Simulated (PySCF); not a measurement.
# One shape, several levels: CH5AlClN (SMILES [CH3][Al]([NH2])[Cl])

Aim: a comparison of 5 runs (HF/6-31G*, B3LYP/6-31G*, r2SCAN/def2-SVP, PBE/def2-TZVP) of CH5AlClN. The job is set up through a Python script.

The results are computed with PySCF 2.14.0.

## 1. The structure to begin with

CH5AlClN: 9 atoms, total charge 0, spin state singlet. SMILES: `[CH3][Al]([NH2])[Cl]`. The shape is that of a PBE0-D4/def2-TZVP optimisation.

Bond lengths: C1–Al2 1.937 Å, Al2–N3 1.760 Å, Al2–Cl4 2.107 Å, C1–H5 1.094 Å, C1–H6 1.093 Å, C1–H7 1.094 Å, N3–H8 1.007 Å, N3–H9 1.007 Å. Some angles: C1–Al2–N3 123.8°, C1–Al2–Cl4 120.5°, N3–Al2–Cl4 115.7°, Al2–C1–H5 110.8°, Al2–C1–H6 112.1°, Al2–C1–H7 110.8°, Al2–N3–H8 124.5°, Al2–N3–H9 124.9°, H5–C1–H6 108.0°, H5–C1–H7 106.8°.

## 2. Energy and gradient at HF/6-31G(d) (spherical functions) (run 1)

The input, job.py:

```python
import pyscf.grad
from pyscf import gto

mol = gto.Mole()
mol.atom = '''
C     -0.389095     2.572295    -1.151977
Al    -0.357347    -1.017429    -0.439739
N      1.106624    -2.361591     2.226664
Cl    -2.137280    -3.584244    -2.908289
H      0.514383     2.969138    -2.968004
H      0.592807     3.661533     0.301600
H     -2.327009     3.278864    -1.281612
H      1.135725    -4.223727     2.616893
H      2.028810    -1.382335     3.572149
'''
mol.spin = 0
mol.charge = 0
mol.max_memory = 1860
mol.unit = 'bohr'
mol.verbose = 4
mol.basis = '6-31g*'
mol.build()

mf = mol.RHF()
mf.conv_tol = 1e-10
mf.kernel()
if not mf.converged:
    mf = mf.newton().run(mf.mo_coeff, mf.mo_occ)

etot = mf.e_tot
print('E = %.10f Eh' % etot)
grad = mf.Gradients().kernel()
dip = mf.dip_moment()
pop, q = mf.mulliken_pop()
```

Command:

```sh
OMP_NUM_THREADS=1 python job.py
```

Output:

```text
PySCF version 2.14.0

[... 63 lines left out ...]
converged SCF energy = -796.731424777553
[... 12 lines left out ...]
Dipole moment(X, Y, Z, Debye):  1.37413,  1.34484,  2.02248
[... 84 lines left out ...]
charge of    8H =      0.37341
```

It took 23 s on 1 thread of Intel Xeon at 2.50GHz (Skylake/Cascade Lake), shared host; peak memory 0.15 GiB.

## 3. Energy and forces at B3LYP/6-31G(d) (spherical functions) (run 2)

The input, calc.py:

```python
# [CH3][Al]([NH2])[Cl]
from pyscf import gto, dft

mol = gto.M(
    atom='''
C     -0.389095     2.572295    -1.151977
Al    -0.357347    -1.017429    -0.439739
N      1.106624    -2.361591     2.226664
Cl    -2.137280    -3.584244    -2.908289
H      0.514383     2.969138    -2.968004
H      0.592807     3.661533     0.301600
H     -2.327009     3.278864    -1.281612
H      1.135725    -4.223727     2.616893
H      2.028810    -1.382335     3.572149
''',
    unit='bohr',
    charge=0,
    basis='6-31g*',
    max_memory=1860,
    verbose=4,
)

mf = dft.RKS(mol, xc='b3lyp')
mf.grids.level = 5
mf.conv_tol = 1e-10
mf.kernel()
if not mf.converged:
    mf = mf.newton().run(mf.mo_coeff, mf.mo_occ)

energy = mf.e_tot
print('E = %.10f Eh' % energy)
grad = mf.nuc_grad_method().kernel()
mf.analyze()
```

Command:

```sh
OMP_NUM_THREADS=1 python calc.py
```

Output:

```text
PySCF version 2.14.0

[... 77 lines left out ...]
converged SCF energy = -798.609942261962
[... 25 lines left out ...]
MO #4   energy= -10.1561412451437  occ= 2
[... 9 lines left out ...]
MO #14  energy= -0.792667343923285 occ= 2
[... 9 lines left out ...]
MO #24  energy= -0.260582785133976 occ= 2
[... 9 lines left out ...]
MO #34  energy= 0.211101011348556  occ= 0
[... 9 lines left out ...]
MO #44  energy= 0.597040452289875  occ= 0
[... 9 lines left out ...]
MO #54  energy= 0.898263790829145  occ= 0
[... 9 lines left out ...]
MO #64  energy= 1.28124456323115   occ= 0
[... 9 lines left out ...]
MO #74  energy= 2.4349964011913    occ= 0
[... 86 lines left out ...]
Dipole moment(X, Y, Z, Debye):  1.36919,  1.25408,  2.03093
```

It took 57 s on 1 thread of Intel Xeon at 2.50GHz (Skylake/Cascade Lake), shared host; peak memory 0.73 GiB.

## 4. Energy and forces at B3LYP/6-31G(d) (Cartesian functions) (run 3)

The input, job.py:

```python
# [CH3][Al]([NH2])[Cl]
import pyscf.grad
from pyscf import gto, dft

mol = gto.M(
    atom='''
C     -0.205900     1.361200    -0.609600
Al    -0.189100    -0.538400    -0.232700
N      0.585600    -1.249700     1.178300
Cl    -1.131000    -1.896700    -1.539000
H      0.272200     1.571200    -1.570600
H      0.313700     1.937600     0.159600
H     -1.231400     1.735100    -0.678200
H      0.601000    -2.235100     1.384800
H      1.073600    -0.731500     1.890300
''',
    basis='6-31g*',
    max_memory=1860,
    verbose=4,
    spin=0,
    cart=True,
)

mf = dft.RKS(mol, xc='b3lyp')
mf.conv_tol = 1e-10
mf.grids.level = 5
mf.kernel()
if not mf.converged:
    mf = mf.newton().run(mf.mo_coeff, mf.mo_occ)

e_tot = mf.e_tot
print('Final energy', e_tot)
grad = mf.Gradients().kernel()
dip = mf.dip_moment()
pop, q = mf.mulliken_pop()
```

Command:

```sh
OMP_NUM_THREADS=1 python job.py
```

Output:

```text
PySCF version 2.14.0

[... 78 lines left out ...]
converged SCF energy = -798.616818996039
Final energy -798.6168189960392
[... 12 lines left out ...]
Dipole moment(X, Y, Z, Debye):  1.36638,  1.25315,  2.02645
[... 88 lines left out ...]
charge of    8H =      0.32633
```

Run time: 56 s. Hardware: 1 thread of Intel Xeon at 2.50GHz (Skylake/Cascade Lake), shared host; peak memory 0.77 GiB.

Run 4 isn't shown in full; the table further down has it.

## 5. Energy and forces at PBE/def2-TZVP (run 5)

The input, input.xyz:

```xyz
9

C     -0.205900     1.361200    -0.609600
Al    -0.189100    -0.538400    -0.232700
N      0.585600    -1.249700     1.178300
Cl    -1.131000    -1.896700    -1.539000
H      0.272200     1.571200    -1.570600
H      0.313700     1.937600     0.159600
H     -1.231400     1.735100    -0.678200
H      0.601000    -2.235100     1.384800
H      1.073600    -0.731500     1.890300
```

The input, job.py:

```python
# [CH3][Al]([NH2])[Cl]
from pyscf import gto, dft

mol = gto.M(
    atom='input.xyz',
    max_memory=1860,
    basis='def2-tzvp',
    spin=0,
    verbose=3,
)

myscf = dft.RKS(mol, xc='pbe')
myscf.grids.level = 5
myscf.conv_tol = 1e-10
myscf.kernel()
if not myscf.converged:
    myscf = myscf.newton().run(myscf.mo_coeff, myscf.mo_occ)

e_tot = myscf.e_tot
print('Final energy', e_tot)
grad = myscf.nuc_grad_method().kernel()
dip = myscf.dip_moment()
pop, q = myscf.mulliken_pop()
```

Command:

```sh
OMP_NUM_THREADS=1 python job.py
```

Output:

```text
converged SCF energy = -798.227911159848
Final energy -798.2279111598477
[... 8 lines left out ...]
Dipole moment(X, Y, Z, Debye):  1.15476,  1.05935,  1.71293
[... 176 lines left out ...]
charge of    8H =      0.22006
```

Wall time 3.1 min (1 thread of Intel Xeon at 2.50GHz (Skylake/Cascade Lake), shared host); peak memory 2.1 GiB.

## 6. All runs side by side

| run | level | integration grid | Cartesian functions | energy (Eh) | dipole moment (D) | HOMO energy (eV) | LUMO energy (eV) | wall time |
| --- | --- | --- | --- | --- | --- | --- | --- | --- |
| 1 | HF/6-31G* (spherical functions) | – | no | -796.731425 | 2.79 | -10.95 | 2.95 | 23 s |
| 2 | B3LYP/6-31G* (spherical functions) | 5 | no | -798.609942 | 2.75 | -7.09 | 0.04 | 57 s |
| 3 | B3LYP/6-31G* (Cartesian functions) | 5 | yes | -798.616819 | 2.75 | -7.09 | 0.03 | 56 s |
| 4 | r2SCAN/def2-SVP | 5 | no | -798.214641 | 2.49 | -6.30 | -0.08 | 89 s |
| 5 | PBE/def2-TZVP | 5 | no | -798.227911 | 2.32 | -6.19 | -0.80 | 3.1 min |

## 7. What came out

```
                       quantity          value
            run 5: total energy  -798.22791 Eh
           run 5: dipole moment         2.32 D
             run 5: HOMO energy       -6.19 eV
             run 5: LUMO energy       -0.80 eV
           run 5: HOMO–LUMO gap        5.40 eV
run 5: largest force on an atom     0.385 eV/Å
```

What this shows: The dipole moment (its size) runs from 2.32 D (PBE/def2-TZVP) to 2.79 D (HF/6-31G*). The two ends differ in method and basis. The HOMO–LUMO gap runs from 5.40 eV (PBE/def2-TZVP) to 13.90 eV (HF/6-31G*). Totals of different functionals can't be ranked against each other. All runs together took 6.9 min, the longest 3.1 min.
